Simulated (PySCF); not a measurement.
# The bond of Te2, level by level

Aim: find the lowest electronic state of Te2, scan its bond at several levels of theory, and get bond length, wavenumber and dissociation energy from each curve.

Method: Te x2c-TZVPPall, spin-free X2C with a Gaussian nucleus; program: PySCF 2.14.0.

## Step 1: The job

Settings of the job:

| Property | Result |
| --- | --- |
| atoms | Te, Te |
| charge | 0 |
| basis | Te x2c-TZVPPall |
| Hamiltonian | spin-free X2C with a Gaussian nucleus |
| basis functions | 120 |
| electrons treated | 104 |
| masses in u | 129.9062, 129.9062 |
| levels | PBE0, PBE, r²SCAN, M06, revPBE, TPSS, BHandHLYP, ωB97X-V, HF, MP2, SCS-MP2, CCSD, CCSD(T) |
| grid | 80 radial by 434 angular points |
| occupations | held fixed by the projection of orbital angular momentum |
| dissociation limit | Te + Te, each in its ground configuration |
| starting distance in angstrom | 2.640 |
| values of 2S to try | 0, 2, 4 |

The run is started by

```bash
$ OMP_NUM_THREADS=2 python dia.py task.json out
```

The runs that follow: PBE0 along the bond; Other states along the same grid; PBE; r²SCAN; M06 (hybrid meta-GGA); revPBE (GGA); TPSS (meta-GGA); BHandHLYP (global hybrid GGA); ωB97X-V; ROHF (mean field); Adding correlation.

Q: Predict the outcome of this session. Wanted: for each run, Re; ωe; De.

The runs gave:

Lowest PBE0 solution found, without spin–orbit coupling: ³Σg⁻ (triplet), unpaired electrons π ↑↑. State 2 has its PBE0 minimum 0.20 eV higher, as a spin-mixed determinant (⟨S²⟩ = 1.01), so this is no gap between pure states. State 3 has its PBE0 minimum 0.82 eV higher. State 4 has its PBE0 minimum 1.57 eV higher. The other levels ran on the lowest alone.

| level | Re (Å) | ωe (cm⁻¹) | De (eV) |
| --- | --- | --- | --- |
| ROHF | 2.524 | 285.5 | 0.88 |
| ROHF-MP2 | 2.561 | 248.9 | 2.99 |
| ROHF-SCS-MP2 | 2.557 | 255.8 | 2.66 |
| ROHF-CCSD | 2.549 | 263.9 | 2.38 |
| ROHF-CCSD(T) | 2.568 | 251.9 | 2.68 |
| PBE | 2.584 | 245.0 | 3.43 |
| revPBE | 2.592 | 242.1 | 3.16 |
| TPSS | 2.577 | 247.8 | 3.33 |
| r²SCAN | 2.562 | 256.4 | 3.16 |
| PBE0 | 2.547 | 263.7 | 3.06 |
| M06 | 2.576 | 253.5 | 3.36 |
| BHandHLYP | 2.543 | 268.9 | 2.56 |
| ωB97X-V | 2.519 | 281.9 | 2.88 |

De is counted to Te + Te in their ground configurations.

Differences from CCSD(T) in the same basis:

| level | Re (mÅ) | ωe (%) |
| --- | --- | --- |
| ROHF | -44 | +13.3 |
| ROHF-MP2 | -7 | -1.2 |
| ROHF-SCS-MP2 | -11 | +1.6 |
| ROHF-CCSD | -19 | +4.8 |
| PBE | +16 | -2.8 |
| revPBE | +25 | -3.9 |
| TPSS | +9 | -1.7 |
| r²SCAN | -5 | +1.8 |
| PBE0 | -20 | +4.7 |
| M06 | +8 | +0.6 |
| BHandHLYP | -25 | +6.7 |
| ωB97X-V | -49 | +11.9 |

**Reading.** Against CCSD(T) in the same basis, the bond length is nearest at r²SCAN (-5 mÅ) and farthest at ωB97X-V (-49 mÅ); the wavenumber is nearest at M06 (+0.6 %) and farthest at ROHF (+13.3 %). Hartree–Fock makes the bond too short and too stiff against this reference, as it mostly does. PBE gives a bond that is too long and too soft, as GGAs tend to. Of the levels with a De here, ROHF gives the least (0.88 eV) and PBE the most (3.43 eV).

Correlated steps freeze 36 core orbitals. Spin–orbit coupling is left out, which matters for elements this heavy, above all for dissociation energies. With spin–orbit coupling the term label itself may not hold.
